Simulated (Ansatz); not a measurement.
Ta4NiO11:

```
CELL_PARAMETERS angstrom
5.29285 -0.00032 -0.02518
-0.04190 5.33569 0.02340
-0.47620 -0.07999 7.89609
ATOMIC_POSITIONS crystal
Ta 0.52261 0.46364 0.51843
Ta 0.55532 0.53163 0.98083
Ta 0.02338 0.98832 0.50961
Ta 0.04916 0.02484 0.01689
Ni 0.06538 0.57998 0.26898
O 0.96711 0.93834 0.23892
O 0.21005 0.28324 0.42990
O 0.27287 0.71995 0.06145
O 0.33888 0.23820 0.03682
O 0.30665 0.75341 0.45874
O 0.50103 0.44858 0.74991
O 0.70564 0.16332 0.48732
O 0.73302 0.83358 0.94060
O 0.85284 0.36497 0.07896
O 0.81889 0.65561 0.47584
O 0.07718 0.01239 0.74680
```

The cell was built by a generator and needn't be a form met in nature.

* Program: Ansatz 0.2.0
* Task: relaxation of cell and atoms
* Functional: revPBE
* Potentials or basis: Ansatz PAW
* Cutoff: 420 eV (not typed: the program's choice for these potentials)
* k mesh: 4 × 4 × 3
* Occupations: fermi-dirac, width 0.05 eV
* Spin: collinear spin, ferromagnetic start
* Starting moments: [0.0, 0.0, 0.0, 0.0, 1.0, 0.0, 0.0, 0.0, 0.0, 0.0, 0.0, 0.0, 0.0, 0.0, 0.0, 0.0] μB

At the start: volume 13.93 Å³/atom.

How do energy, volume and symmetry change on relaxing?

It ends after 32 steps and the volume is 14.15 Å³/atom (+1.5 %); space group P1 (No. 1, to 0.05 Å); moment 2.00 μB per cell.

The path:
```
step  energy change (eV)  largest force (eV/Å)  volume (Å³)
   1              0.0000                0.0884       222.94
   2             -0.0168                0.1464       226.71
   3             -0.0196                0.1210       227.16
   4             -0.0201                0.0884       227.74
   5             -0.0199                0.0882       228.38
   6             -0.0215                0.0654       228.53
   7             -0.0280                0.1895       229.37
   8             -0.0434                0.2244       230.11
   9             -0.0713                0.2502       231.25
  10             -0.0994                0.8212       232.60
  11             -0.2618                0.8880       233.76
  12             -0.3935                0.3055       230.09
  13             -0.4215                0.2752       225.34
  14             -0.4338                0.2868       225.70
  15             -0.4381                0.0430       226.09
  16             -0.4371                0.0994       226.43
  17             -0.4378                0.0158       226.41
  18             -0.4377                0.0158       226.46
  19             -0.4378                0.0059       226.43
  20             -0.5518                0.0067       226.43
  21             -0.5629                0.2280       227.61
  22             -0.5751                0.1051       226.24
  23             -0.5748                0.0412       226.61
  24             -0.5748                0.0132       226.74
  25             -0.5749                0.0151       226.72
  26             -0.5750                0.0020       226.72
  27             -0.5787                0.0023       226.72
  28             -0.5799                0.0086       226.51
  29             -0.5791                0.0087       226.51
  30             -0.5796                0.0152       226.35
  31             -0.5796                0.0029       226.37
  32             -0.5790                0.0029       226.37
```

Final structure:
```
Ta Ni O
1.0
     5.29993   -0.13561   -0.30592
    -0.17755    5.49280    0.44882
    -0.89367    0.55613    7.87649
Ta Ni O
4 1 11
Direct
  0.55159 0.44923 0.53330
  0.51036 0.56138 0.96875
  0.03577 0.97415 0.50358
  0.04790 0.98399 0.98818
  0.05322 0.59319 0.29236
  0.98322 0.96515 0.21788
  0.24052 0.26997 0.43101
  0.27613 0.71984 0.08397
  0.21824 0.29279 0.95894
  0.32694 0.72689 0.47840
  0.59891 0.41996 0.77087
  0.74814 0.16007 0.50686
  0.69965 0.86772 0.90516
  0.74420 0.44416 0.14727
  0.83254 0.65570 0.46894
  0.13268 0.91582 0.74454
```

Caveat: the plane-wave basis is chosen anew once the cell has moved, so the energies of steps on either side of that aren't comparable; the pressure holds a Pulay correction of +0.5 GPa for the finite cutoff; a cell with one magnetic atom can't hold antiferromagnetic order, which such compounds often take; the PAW data sets come from PBE, with cores solved anew for the run's functional, which leaves a small shift of forces and pressure.
